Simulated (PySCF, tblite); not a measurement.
# C5H6F3Si radical: geometry, infrared bands and EPR parameters

Wanted: the infrared bands and EPR parameters of C5H6F3Si radical (`FC(F)C1=CC[Si@H](F)[CH]1`), by calculation.

The runs use tblite 0.8.0 and PySCF 2.14.0, with density-fitted response routines of our own; the level of theory stands in each step. All values are computed, except where a source is named. Atoms are numbered from 0 throughout.

## (1) The starting structure

15 atoms, charge 0, multiplicity 2; geometry from: force field or distance geometry start.

Bonds of the start (Å): F0–C1 1.37, C1–F2 1.37, C1–C3 1.50, C3–C4 1.36, C4–C5 1.52, C5–Si6 1.91, Si6–F7 1.59, Si6–C8 1.84, C8–C3 1.45, C1–H9 1.08, C4–H10 1.09, C5–H11 1.10, C5–H12 1.08, Si6–H13 1.48, C8–H14 1.09.

## (2) Geometry optimisation with GFN2-xTB

What the job is given:

```
{"job": {"kind": "relax", "xc": "GFN2-xTB", "basis": "xTB"}, "charge": 0, "multiplicity": 2}
F      2.910000    -0.830000    -0.393300
C      2.227300     0.326000    -0.109900
F      2.741500     0.754300     1.091000
C      0.746100     0.102000    -0.014200
C      0.121100    -1.082900    -0.232700
C     -1.391700    -1.143900    -0.092100
Si    -1.865000     0.634300     0.425500
F     -2.683200     1.344100    -0.740600
C     -0.112900     1.197500     0.378000
H      2.469400     1.059600    -0.865200
H      0.666600    -1.977100    -0.526900
H     -1.669700    -1.866800     0.686200
H     -1.863600    -1.413300    -1.027800
H     -2.508200     0.740100     1.758100
H      0.207700     2.164200     0.757000
```

Started as:

```
$ OMP_NUM_THREADS=1 python probes_run.py task.json out
```

The driver reads the jobs from task.json and runs them one after another.

**Question.** This job is followed by: GFN2-xTB harmonic vibrations, gas phase; UKS B3LYP, pcH-1 on C F H Si, non-relativistic, mean-field spin-orbit, GIAO. What will the session give for the following? strongest single infrared mode (GFN2-xTB); zero-point energy (GFN2-xTB); g(iso) (B3LYP); ⟨S²⟩; largest a(iso); potential on the surface of density 0.002 e/bohr³, 1st and 99th percentile.

The runs gave:

```
                                                                  quantity                  value
                                 strongest single infrared mode (GFN2-xTB)  2350 cm⁻¹, 263 km/mol
                                              zero-point energy (GFN2-xTB)          60.3 kcal/mol
                                                            g(iso) (B3LYP)                2.00249
                                                                      ⟨S²⟩     0.773 (exact 0.75)
                                                            largest a(iso)    19F on F7, 65.2 MHz
potential on the surface of density 0.002 e/bohr³, 1st and 99th percentile     -1.01 V and 1.40 V
```

**Reading.** Relaxing lowered the energy by 0.236 eV in 56 steps; the close pair that moved most is C3–C8, from 1.446 to 1.393 Å. All 39 modes are real, so the xTB geometry is a minimum. The strongest single mode, at 2350 cm⁻¹, moves mainly H13. GFN2-xTB is a fitted tight-binding method: band positions and strengths are rough. Its intensities can rank the bands wrongly. The largest spin populations lie on C8 (0.67 e), C4 (0.61 e). The isotropic g lies 0.2 ppt above the free-electron value. These values are for one conformer; the search (at its own cheap level) found 1 more, at 0.29 kcal/mol, and measured spectra average over such forms.
